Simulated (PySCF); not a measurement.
**A gas-phase reaction: GeH4O + N2O → GeH4O2 + N2**

Wanted: the reaction energy for `[OH][GeH3]` + `[N-]=[N+]=O` → `[OH][GeH2][OH]` + `N#N`.

Programs: PySCF 2.14.0. All values are calculated, for the isolated system unless a continuum is named. Atoms count from 0, parts from 1.

### Step 1. The system as given

Each species was relaxed by itself at PBE0-D3(BJ)/def2-SVPD.

### Step 2. Reaction energy: wB97M-D3(BJ)/def2-TZVPD

Job settings and geometry (Å):

```
{"job": {"kind": "react", "xc": "wB97M-D3(BJ)", "basis": "def2-TZVPD"}, "charge": 0, "multiplicity": 1}
-1 GeH4O charge 0 multiplicity 1
O      1.284560    -0.588480    -0.220170
Ge    -0.388330     0.030390    -0.023170
H      1.963770     0.008500     0.104870
H     -1.263380    -1.079150    -0.611490
H     -0.684070     0.256460     1.471440
H     -0.546600     1.351710    -0.798800

-1 N2O charge 0 multiplicity 1
N      1.144330     0.055780     0.001970
N      0.021720    -0.014380     0.000350
O     -1.152860    -0.087810    -0.001350

+1 GeH4O2 charge 0 multiplicity 1
O     -1.152160     1.260380    -0.313440
Ge    -0.367530    -0.281840     0.079050
O      1.366020     0.139090    -0.028500
H     -0.505880     1.951300    -0.492260
H     -0.741810    -0.698080     1.511210
H     -0.743490    -1.332200    -0.979330
H      1.990490    -0.567880     0.151280

+1 N2 charge 0 multiplicity 1
N      0.543320     0.071040     0.029500
N     -0.543320    -0.071040    -0.029500
```

With the program's defaults for keys left out, this is: wB97M-D3(BJ)/def2-TZVPD reaction energy of separated species, gas phase.

The run is started by

```
$ OMP_NUM_THREADS=1 python cluster_run.py task.json out
```

One launch serves the whole session: the jobs run in the order shown.

Output:

```text
species 1 (GeH4O)
coarse grid: 22488 points
cycle   1  E = -2154.5901695229  dE = -6.617e-01  |g| = 8.995e-01  |ddm| = 1.847e+00
cycle   2  E = -2154.5369515849  dE =  5.322e-02  |g| = 1.105e+00  |ddm| = 1.024e+00
cycle   3  E = -2154.7043128386  dE = -1.674e-01  |g| = 6.730e-02  |ddm| = 5.245e-01
cycle   4  E = -2154.7048853964  dE = -5.726e-04  |g| = 3.558e-02  |ddm| = 5.471e-02
cycle   5  E = -2154.7050368681  dE = -1.515e-04  |g| = 3.597e-03  |ddm| = 2.036e-02
cycle   6  E = -2154.7050410672  dE = -4.199e-06  |g| = 5.664e-04  |ddm| = 5.923e-03
final grid: 45736 points
cycle   7  E = -2154.7049684709  dE = -1.757e-07  |g| = 3.599e-04  |ddm| = 1.956e-03
cycle   8  E = -2154.7049684793  dE = -8.375e-09  |g| = 3.882e-04  |ddm| = 5.713e-04
cycle   9  E = -2154.7049685030  dE = -2.374e-08  |g| = 4.140e-05  |ddm| = 1.708e-04
cycle  10  E = -2154.7049685038  dE = -7.922e-10  |g| = 2.303e-05  |ddm| = 8.353e-05
converged SCF energy = -2154.7049685038

species 2 (N2O)
coarse grid: 15424 points
cycle   1  E = -184.6618537267  dE =  6.983e-01  |g| = 8.261e-01  |ddm| = 1.717e+00
cycle   2  E = -184.5841328671  dE =  7.772e-02  |g| = 1.134e+00  |ddm| = 9.884e-01
cycle   3  E = -184.7852495115  dE = -2.011e-01  |g| = 1.174e-01  |ddm| = 4.952e-01
cycle   4  E = -184.7864119896  dE = -1.162e-03  |g| = 8.425e-02  |ddm| = 1.014e-01
cycle   5  E = -184.7877133720  dE = -1.301e-03  |g| = 1.003e-02  |ddm| = 4.527e-02
cycle   6  E = -184.7877336767  dE = -2.030e-05  |g| = 1.578e-03  |ddm| = 1.117e-02
cycle   7  E = -184.7877345683  dE = -8.916e-07  |g| = 4.463e-04  |ddm| = 4.009e-03
final grid: 33192 points
cycle   8  E = -184.7877164265  dE = -2.578e-08  |g| = 5.817e-04  |ddm| = 1.876e-03
cycle   9  E = -184.7877162817  dE =  1.448e-07  |g| = 1.087e-03  |ddm| = 7.530e-04
cycle  10  E = -184.7877164976  dE = -2.159e-07  |g| = 4.362e-05  |ddm| = 5.314e-04
cycle  11  E = -184.7877164982  dE = -5.388e-10  |g| = 2.663e-05  |ddm| = 9.276e-05
converged SCF energy = -184.7877164982

species 3 (GeH4O2)
coarse grid: 27664 points
cycle   1  E = -2229.8235332450  dE = -4.598e-01  |g| = 1.115e+00  |ddm| = 1.965e+00
cycle   2  E = -2229.7496612461  dE =  7.387e-02  |g| = 1.363e+00  |ddm| = 1.284e+00
cycle   3  E = -2230.0151780132  dE = -2.655e-01  |g| = 5.198e-02  |ddm| = 6.619e-01
cycle   4  E = -2230.0156213682  dE = -4.434e-04  |g| = 3.180e-02  |ddm| = 5.289e-02
cycle   5  E = -2230.0157449427  dE = -1.236e-04  |g| = 6.846e-03  |ddm| = 1.997e-02
cycle   6  E = -2230.0157536300  dE = -8.687e-06  |g| = 1.555e-03  |ddm| = 7.222e-03
final grid: 56944 points
cycle   7  E = -2230.0156408476  dE = -2.756e-07  |g| = 1.708e-03  |ddm| = 2.617e-03
cycle   8  E = -2230.0156406315  dE =  2.161e-07  |g| = 2.116e-03  |ddm| = 1.715e-03
cycle   9  E = -2230.0156413489  dE = -7.174e-07  |g| = 5.781e-05  |ddm| = 8.956e-04
cycle  10  E = -2230.0156413518  dE = -2.915e-09  |g| = 2.700e-05  |ddm| = 1.425e-04
cycle  11  E = -2230.0156413520  dE = -1.733e-10  |g| = 7.735e-06  |ddm| = 3.253e-05
converged SCF energy = -2230.0156413520

species 4 (N2)
coarse grid: 10240 points
cycle   1  E = -109.6045718814  dE =  4.457e-02  |g| = 1.682e-01  |ddm| = 1.300e+00
cycle   2  E = -109.6103826719  dE = -5.811e-03  |g| = 7.387e-02  |ddm| = 1.523e-01
cycle   3  E = -109.6112831197  dE = -9.004e-04  |g| = 6.548e-03  |ddm| = 4.575e-02
cycle   4  E = -109.6112973035  dE = -1.418e-05  |g| = 1.069e-03  |ddm| = 1.769e-02
cycle   5  E = -109.6112977837  dE = -4.803e-07  |g| = 2.349e-04  |ddm| = 1.190e-03
final grid: 21984 points
cycle   6  E = -109.6112970743  dE = -3.473e-08  |g| = 7.962e-05  |ddm| = 5.996e-04
cycle   7  E = -109.6112970771  dE = -2.799e-09  |g| = 3.052e-05  |ddm| = 1.422e-04
cycle   8  E = -109.6112970774  dE = -2.819e-10  |g| = 8.400e-06  |ddm| = 5.244e-05
converged SCF energy = -109.6112970774

Reaction energy = -84.347 kcal/mol
```

It took 30 s on 1 thread of Arm Neoverse N1, shared host; peak memory 0.59 GiB.

Species by species (with the dispersion term, which the log's SCF energies lack):

```csv
ν,species,energy (Eh),HOMO (eV)
-1,[OH][GeH3],-2154.70856,-10.90
-1,[N-]=[N+]=O,-184.78947,-12.17
+1,[OH][GeH2][OH],-2230.02041,-10.84
+1,N#N,-109.61204,-14.89
```

### Step 3. Reaction energy: PBE0-D3(BJ)/def2-TZVPD

The job, as its differences from that of step 2:

```diff
@@ -1,2 +1,2 @@
-{"job": {"kind": "react", "xc": "wB97M-D3(BJ)", "basis": "def2-TZVPD"}, "charge": 0, "multiplicity": 1}
+{"job": {"kind": "react", "xc": "PBE0", "basis": "def2-TZVPD", "disp": "d3bj"}, "charge": 0, "multiplicity": 1}
 -1 GeH4O charge 0 multiplicity 1
```

Method: PBE0-D3(BJ)/def2-TZVPD reaction energy of separated species, gas phase.

Output:

```text
species 1 (GeH4O)
coarse grid: 22488 points
cycle   1  E = -2154.1995106694  dE = -5.691e-01  |g| = 9.744e-01  |ddm| = 1.831e+00
cycle   2  E = -2153.8645544664  dE =  3.350e-01  |g| = 1.657e+00  |ddm| = 1.304e+00
cycle   3  E = -2154.3210131702  dE = -4.565e-01  |g| = 2.081e-01  |ddm| = 8.752e-01
cycle   4  E = -2154.3275540097  dE = -6.541e-03  |g| = 4.912e-02  |ddm| = 1.349e-01
cycle   5  E = -2154.3277618093  dE = -2.078e-04  |g| = 6.960e-03  |ddm| = 2.819e-02
cycle   6  E = -2154.3277726426  dE = -1.083e-05  |g| = 1.358e-03  |ddm| = 5.739e-03
cycle   7  E = -2154.3277730273  dE = -3.847e-07  |g| = 1.786e-04  |ddm| = 1.085e-03
final grid: 45736 points
cycle   8  E = -2154.3277712366  dE = -2.189e-08  |g| = 1.913e-04  |ddm| = 1.569e-03
cycle   9  E = -2154.3277712313  dE =  5.287e-09  |g| = 2.781e-04  |ddm| = 2.999e-04
cycle  10  E = -2154.3277712434  dE = -1.212e-08  |g| = 3.813e-05  |ddm| = 1.489e-04
cycle  11  E = -2154.3277712436  dE = -2.433e-10  |g| = 1.040e-05  |ddm| = 2.645e-05
converged SCF energy = -2154.3277712436

species 2 (N2O)
coarse grid: 3216 points
cycle   1  E = -184.4534652552  dE =  7.159e-01  |g| = 7.390e-01  |ddm| = 1.711e+00
cycle   2  E = -184.1504527938  dE =  3.030e-01  |g| = 1.537e+00  |ddm| = 1.024e+00
cycle   3  E = -184.5234628963  dE = -3.730e-01  |g| = 3.650e-01  |ddm| = 7.202e-01
cycle   4  E = -184.5487080219  dE = -2.525e-02  |g| = 9.414e-02  |ddm| = 2.244e-01
cycle   5  E = -184.5503553324  dE = -1.647e-03  |g| = 6.995e-03  |ddm| = 4.643e-02
cycle   6  E = -184.5503624425  dE = -7.110e-06  |g| = 2.067e-03  |ddm| = 4.691e-03
final grid: 33192 points
cycle   7  E = -184.5460657222  dE =  2.320e-05  |g| = 1.450e-02  |ddm| = 5.032e-02
cycle   8  E = -184.5457664957  dE =  2.992e-04  |g| = 4.156e-02  |ddm| = 2.685e-02
cycle   9  E = -184.5461038479  dE = -3.374e-04  |g| = 2.943e-03  |ddm| = 2.062e-02
cycle  10  E = -184.5461053815  dE = -1.534e-06  |g| = 4.823e-04  |ddm| = 1.407e-03
cycle  11  E = -184.5461054186  dE = -3.714e-08  |g| = 8.098e-05  |ddm| = 2.515e-04
cycle  12  E = -184.5461054200  dE = -1.421e-09  |g| = 1.164e-05  |ddm| = 7.129e-05
cycle  13  E = -184.5461054200  dE = -3.064e-11  |g| = 6.043e-07  |ddm| = 7.578e-06
converged SCF energy = -184.5461054200

species 3 (GeH4O2)
coarse grid: 27664 points
cycle   1  E = -2229.3244093546  dE = -3.406e-01  |g| = 1.216e+00  |ddm| = 1.976e+00
cycle   2  E = -2228.8224877175  dE =  5.019e-01  |g| = 2.060e+00  |ddm| = 1.710e+00
cycle   3  E = -2229.5393155820  dE = -7.168e-01  |g| = 1.666e-01  |ddm| = 1.151e+00
cycle   4  E = -2229.5433508897  dE = -4.035e-03  |g| = 6.776e-02  |ddm| = 1.280e-01
cycle   5  E = -2229.5437558904  dE = -4.050e-04  |g| = 1.420e-02  |ddm| = 3.745e-02
cycle   6  E = -2229.5437845239  dE = -2.863e-05  |g| = 6.865e-03  |ddm| = 1.000e-02
cycle   7  E = -2229.5437926794  dE = -8.155e-06  |g| = 9.143e-04  |ddm| = 3.659e-03
final grid: 56944 points
cycle   8  E = -2229.5437615142  dE =  9.094e-08  |g| = 1.310e-03  |ddm| = 2.068e-03
cycle   9  E = -2229.5437610360  dE =  4.782e-07  |g| = 2.126e-03  |ddm| = 1.683e-03
cycle  10  E = -2229.5437618016  dE = -7.656e-07  |g| = 1.624e-04  |ddm| = 1.036e-03
cycle  11  E = -2229.5437618050  dE = -3.430e-09  |g| = 2.426e-05  |ddm| = 9.920e-05
cycle  12  E = -2229.5437618051  dE = -7.640e-11  |g| = 7.030e-06  |ddm| = 1.652e-05
converged SCF energy = -2229.5437618051

species 4 (N2)
coarse grid: 2128 points
cycle   1  E = -109.4495134045  dE =  1.300e-01  |g| = 1.031e-01  |ddm| = 1.274e+00
cycle   2  E = -109.4509482264  dE = -1.435e-03  |g| = 4.739e-02  |ddm| = 1.015e-01
cycle   3  E = -109.4513713735  dE = -4.231e-04  |g| = 9.131e-03  |ddm| = 3.530e-02
cycle   4  E = -109.4513880476  dE = -1.667e-05  |g| = 5.130e-04  |ddm| = 5.398e-03
cycle   5  E = -109.4513880948  dE = -4.725e-08  |g| = 7.832e-05  |ddm| = 4.398e-04
final grid: 21984 points
cycle   6  E = -109.4466156393  dE = -6.387e-06  |g| = 2.483e-03  |ddm| = 5.031e-02
cycle   7  E = -109.4466162670  dE = -6.277e-07  |g| = 1.555e-03  |ddm| = 2.560e-03
cycle   8  E = -109.4466167479  dE = -4.809e-07  |g| = 4.575e-05  |ddm| = 9.618e-04
cycle   9  E = -109.4466167483  dE = -4.082e-10  |g| = 5.015e-06  |ddm| = 4.943e-05
converged SCF energy = -109.4466167483

Reaction energy = -73.297 kcal/mol
```

Wall time 17 s (1 thread of Arm Neoverse N1, shared host); peak memory 0.57 GiB.

Reaction energy at this level: -73.30 kcal/mol.

### Step 4. Reaction energy: MP2/def2-TZVPD

The job, as its differences from that of step 3:

```diff
@@ -1,2 +1,2 @@
-{"job": {"kind": "react", "xc": "PBE0", "basis": "def2-TZVPD", "disp": "d3bj"}, "charge": 0, "multiplicity": 1}
+{"job": {"kind": "react", "xc": "MP2", "basis": "def2-TZVPD"}, "charge": 0, "multiplicity": 1}
 -1 GeH4O charge 0 multiplicity 1
```

Level: MP2/def2-TZVPD reaction energy of separated species, gas phase.

Output:

```text
species 1 (GeH4O)
final grid: 45736 points
cycle   1  E = -2152.5333479592  dE = -7.951e-01  |g| = 6.171e-01  |ddm| = 1.824e+00
cycle   2  E = -2152.5765323099  dE = -4.318e-02  |g| = 4.549e-01  |ddm| = 5.614e-01
cycle   3  E = -2152.6048205177  dE = -2.829e-02  |g| = 3.627e-02  |ddm| = 2.290e-01
cycle   4  E = -2152.6053360759  dE = -5.156e-04  |g| = 8.672e-03  |ddm| = 4.863e-02
cycle   5  E = -2152.6053591747  dE = -2.310e-05  |g| = 3.514e-03  |ddm| = 1.171e-02
cycle   6  E = -2152.6053611830  dE = -2.008e-06  |g| = 6.880e-04  |ddm| = 3.390e-03
cycle   7  E = -2152.6053613752  dE = -1.922e-07  |g| = 1.564e-04  |ddm| = 1.481e-03
cycle   8  E = -2152.6053613922  dE = -1.698e-08  |g| = 3.695e-05  |ddm| = 3.113e-04
cycle   9  E = -2152.6053613931  dE = -8.795e-10  |g| = 6.824e-06  |ddm| = 6.983e-05
converged SCF energy = -2152.6053613931

species 2 (N2O)
final grid: 33192 points
cycle   1  E = -183.6407221387  dE =  7.812e-01  |g| = 7.883e-01  |ddm| = 1.636e+00
cycle   2  E = -183.6997029094  dE = -5.898e-02  |g| = 5.972e-01  |ddm| = 7.870e-01
cycle   3  E = -183.7582033478  dE = -5.850e-02  |g| = 6.196e-02  |ddm| = 2.991e-01
cycle   4  E = -183.7590463798  dE = -8.430e-04  |g| = 1.829e-02  |ddm| = 5.670e-02
cycle   5  E = -183.7591864643  dE = -1.401e-04  |g| = 1.074e-02  |ddm| = 2.987e-02
cycle   6  E = -183.7592118050  dE = -2.534e-05  |g| = 3.404e-03  |ddm| = 1.077e-02
cycle   7  E = -183.7592182074  dE = -6.402e-06  |g| = 1.237e-03  |ddm| = 7.348e-03
cycle   8  E = -183.7592187555  dE = -5.481e-07  |g| = 1.482e-04  |ddm| = 1.882e-03
cycle   9  E = -183.7592187656  dE = -1.005e-08  |g| = 1.728e-05  |ddm| = 3.667e-04
cycle  10  E = -183.7592187657  dE = -1.165e-10  |g| = 4.195e-06  |ddm| = 4.126e-05
converged SCF energy = -183.7592187657

species 3 (GeH4O2)
final grid: 56944 points
cycle   1  E = -2227.4253107916  dE = -6.386e-01  |g| = 7.832e-01  |ddm| = 1.934e+00
cycle   2  E = -2227.4941402146  dE = -6.883e-02  |g| = 5.605e-01  |ddm| = 7.172e-01
cycle   3  E = -2227.5382008017  dE = -4.406e-02  |g| = 4.278e-02  |ddm| = 2.797e-01
cycle   4  E = -2227.5388490912  dE = -6.483e-04  |g| = 9.335e-03  |ddm| = 5.252e-02
cycle   5  E = -2227.5388841643  dE = -3.507e-05  |g| = 2.135e-03  |ddm| = 1.479e-02
cycle   6  E = -2227.5388855199  dE = -1.356e-06  |g| = 1.018e-03  |ddm| = 3.077e-03
cycle   7  E = -2227.5388857819  dE = -2.620e-07  |g| = 2.388e-04  |ddm| = 9.897e-04
cycle   8  E = -2227.5388858142  dE = -3.234e-08  |g| = 7.591e-05  |ddm| = 4.079e-04
cycle   9  E = -2227.5388858165  dE = -2.297e-09  |g| = 2.726e-05  |ddm| = 1.017e-04
cycle  10  E = -2227.5388858167  dE = -2.192e-10  |g| = 5.962e-06  |ddm| = 2.986e-05
converged SCF energy = -2227.5388858167

species 4 (N2)
final grid: 21984 points
cycle   1  E = -108.9673672579  dE =  4.862e-02  |g| = 2.948e-01  |ddm| = 1.230e+00
cycle   2  E = -108.9868248749  dE = -1.946e-02  |g| = 8.978e-02  |ddm| = 1.852e-01
cycle   3  E = -108.9883092940  dE = -1.484e-03  |g| = 1.594e-02  |ddm| = 6.313e-02
cycle   4  E = -108.9884069099  dE = -9.762e-05  |g| = 1.828e-03  |ddm| = 2.422e-02
cycle   5  E = -108.9884079257  dE = -1.016e-06  |g| = 1.998e-04  |ddm| = 3.068e-03
cycle   6  E = -108.9884079463  dE = -2.059e-08  |g| = 4.401e-05  |ddm| = 4.052e-04
cycle   7  E = -108.9884079473  dE = -1.076e-09  |g| = 4.188e-06  |ddm| = 7.048e-05
cycle   8  E = -108.9884079473  dE = -6.708e-12  |g| = 2.888e-07  |ddm| = 1.755e-05
converged SCF energy = -108.9884079473

Reaction energy = -82.039 kcal/mol
```

Wall time 7.4 s (1 thread of Arm Neoverse N1, shared host); peak memory 0.41 GiB.

Reaction energy at this level: -82.04 kcal/mol.

### Step 5. Comparing the runs

Energies in kcal/mol, with wall time:

```csv
run,reaction,time
wB97M-D3(BJ)/def2-TZVPD,-84.35,30 s
PBE0-D3(BJ)/def2-TZVPD,-73.30,17 s
MP2/def2-TZVPD,-82.04,7.4 s
```

### Step 6. Outcome

```
                                                quantity                      value
               reaction energy (wB97M-D3(BJ)/def2-TZVPD)            -84.35 kcal/mol
                     ΔH, ΔG at 298 K (xTB thermal terms)      -84.3, -84.8 kcal/mol
range of the reaction energy over the runs of this table  -84.35 to -73.30 kcal/mol
```

In words: The reaction is exothermic by 84.3 kcal/mol in the gas phase; dispersion gives -0.10, and xTB itself gave -11.89 for the electronic energy (xTB energies and thermal terms come from the earlier relaxation of each species, not shown). No barrier was sought. xTB and this level differ widely in the electronic energy, so what comes from xTB (the thermal terms above all) is less safe here. The reaction energy runs from -84.35 (wB97M-D3(BJ)/def2-TZVPD) to -73.30 kcal/mol (PBE0-D3(BJ)/def2-TZVPD).
